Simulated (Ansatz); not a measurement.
**BeBr+ (triplet): from Hartree-Fock to the top rungs, cc-pVDZ**

The task here is to estimate one member of a computed series from the others.

Method: cc-pVDZ, core rule «outside noble gas», up to 15 orbitals frozen; program: Ansatz 0.2.0, Gaussian basis.

The runs, in order: UHF; CCSD(T) on ROHF; CCSD(T) on UHF; BCCD(T) on ROHF; CISD; CCSDT(Q) on ROHF; CCSDT(Q) on UHF.

18 further runs of the same task are left out: 7 for a known fault of the program, 5 that didn't finish, 6 set aside as unsound or not needed.

## What is computed

The geometry is a PBE0/def2-TZVP stationary point (not a proven minimum). No spin-orbit coupling is included. The filled d shell of Br may be among the frozen orbitals whatever the setting's name suggests; the logs give the count.

2 atoms, charge 1, spin multiplicity 3.

Atoms are counted from 1 here; the program's logs count them from 0.

Bond lengths: Br1–Be2 2.283 Å.

The first run:

Contents of in.yaml:

```yaml
crystal:
  periodic: [false, false, false]
  atoms:
    - {symbol: Br, position_ang: [0.000000, 0.000000, 0.000000]}
    - {symbol: Be, position_ang: [0.000000, 0.000000, 2.283200]}
basis:
  gaussian: {orbitals: cc-pVDZ}
total_charge: 1
magnetization: {spin_polarized: true, initial_magnetization: 2}
hamiltonian: {xc: hf}
output: {orbitals: {seedname: orbitals}}
```

Launch:

```
$ ansatz run in.yaml --threads 1 --pin off --events-out ev --progress --plain --max-ram 2393MiB
```

Among the steps run: UHF; CCSD(T) on ROHF; CCSD(T) on UHF; BCCD(T) on ROHF; CISD; CCSDT(Q) on ROHF; CCSDT(Q) on UHF.

One table of the session follows, with a row left open; its other results are not shown here.

| method | from UCCSDT(Q) (kJ/mol) |
| --- | --- |
| ROHF | ? |
| UHF | +317.6 |
| RMP2 | +51.2 |
| UMP2 | +52.1 |
| CISD | +19.0 |
| RCCSD | +7.7 |
| UCCSD | +7.3 |
| RCCSD(T) | +1.9 |
| UCCSD(T) | +1.6 |
| BCCD(T) | +1.9 |
| RCCSDT | +0.7 |
| UCCSDT | +0.5 |
| RCCSDT(Q) | +0.3 |
| UCCSDT(Q) | 0 |

Estimate the missing values for ROHF.

As computed: from UCCSDT(Q) (kJ/mol): +327.9. In the column «from UCCSDT(Q) (kJ/mol)» it is the highest.

Limits of these values: Restricted and unrestricted rows rest on different reference determinants; where their highest levels disagree by more than a few hundredths of an eV, they describe different states and don't form one ladder.
